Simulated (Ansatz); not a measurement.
# Cl₂H₄OSi₂: a ladder of functionals and wavefunction methods

One table from this session's results is given with a row withheld; the runs are named, their logs left out.

Program: Ansatz 0.2.0, Gaussian basis. Level of theory: functionals in def2-TZVPP, the program's frozen cores in correlated methods. These are calculated values, not measurements.

Plan: PBE-D4, r2SCAN-D4, PBE0-D4, B3LYP-D4, ωB97X-V, ωB97M-V, B2PLYP; CCSD(T)/def2-TZVPP; MP2/def2-QZVPP; extrapolation to the limit.

## The geometry

All runs share one geometry, relaxed beforehand with PBE0-D4 in a triple-zeta def2 set.

SMILES `O[SiH2][SiH](Cl)Cl`, 9 atoms, charge 0, spin multiplicity 1.

Atoms are counted from 1 here; the program's logs count them from 0.

Bond lengths: O1–Si2 1.646 Å, O1–H6 0.959 Å, Si2–Si3 2.348 Å, Si2–H7 1.491 Å, Si2–H8 1.481 Å, Si3–Cl4 2.051 Å, Si3–Cl5 2.066 Å, Si3–H9 1.481 Å. Angles: Si2–O1–H6 117.2°, O1–Si2–Si3 108.7°, O1–Si2–H7 112.5°, O1–Si2–H8 107.1°, Si3–Si2–H7 107.2°, Si3–Si2–H8 111.8°, H7–Si2–H8 109.6°, Si2–Si3–Cl4 111.5°, Si2–Si3–Cl5 104.7°, Si2–Si3–H9 117.3°, Cl4–Si3–Cl5 108.7°, Cl4–Si3–H9 107.2°, Cl5–Si3–H9 106.9°.

Set-up of the first run:

File in.yaml:

```yaml
crystal:
  periodic: [false, false, false]
  atoms:
    - {symbol: O, position_ang: [0.741629, -0.157109, -1.858089]}
    - {symbol: Si, position_ang: [0.875433, -0.634734, -0.288892]}
    - {symbol: Si, position_ang: [-0.879688, 0.324902, 0.940668]}
    - {symbol: Cl, position_ang: [-2.666023, -0.607061, 0.556488]}
    - {symbol: Cl, position_ang: [-0.990524, 2.274466, 0.264910]}
    - {symbol: H, position_ang: [0.557248, 0.770430, -2.020053]}
    - {symbol: H, position_ang: [2.150932, -0.185472, 0.338380]}
    - {symbol: H, position_ang: [0.809545, -2.114581, -0.277164]}
    - {symbol: H, position_ang: [-0.724652, 0.386659, 2.412652]}
basis:
  gaussian: {orbitals: def2-TZVPP}
hamiltonian: {xc: pbe, dispersion: d4}
output: {forces: true, orbitals: {seedname: orbitals}}
```

The run is started by

```console
ansatz run in.yaml --threads 4 --pin off --events-out ev --progress --plain --max-ram 10444MiB
```

Among the steps run: PBE-D4 (GGA); r2SCAN-D4 (meta-GGA); PBE0-D4 (hybrid); B3LYP-D4 (hybrid); ωB97X-V (range-separated); ωB97M-V (range-separated); B2PLYP (double hybrid); CCSD(T) in def2-TZVPP; MP2 in def2-QZVPP.

One of the session's tables, all rows but one given; the rest of the session is left out.

| method | atomisation energy (eV) |
| --- | --- |
| PBE-D4 | 30.541 |
| r2SCAN-D4 | 30.566 |
| PBE0-D4 | ? |
| B3LYP-D4 | 30.156 |
| ωB97X-V | 30.682 |
| ωB97M-V | 30.558 |
| B2PLYP | 29.855 |
| HF/def2-TZVPP | 22.385 |
| MP2/def2-TZVPP | 30.159 |
| CCSD/def2-TZVPP | 29.057 |
| CCSD(T)/def2-TZVPP | 29.522 |
| MP2/CBS | 31.221 |
| CCSD(T)/CBS | 30.584 |

**Question.** Estimate the row for PBE0-D4.

**Answer.** atomisation energy (eV): 30.176. In the column «atomisation energy (eV)» it lies between MP2/def2-TZVPP (30.159) and PBE-D4 (30.541).

To keep in mind: Free atoms (1 O, 2 Si, 2 Cl, 4 H) were run apart at each level; the atomisation energy is their sum less the molecule, without zero-point or spin-orbit terms.
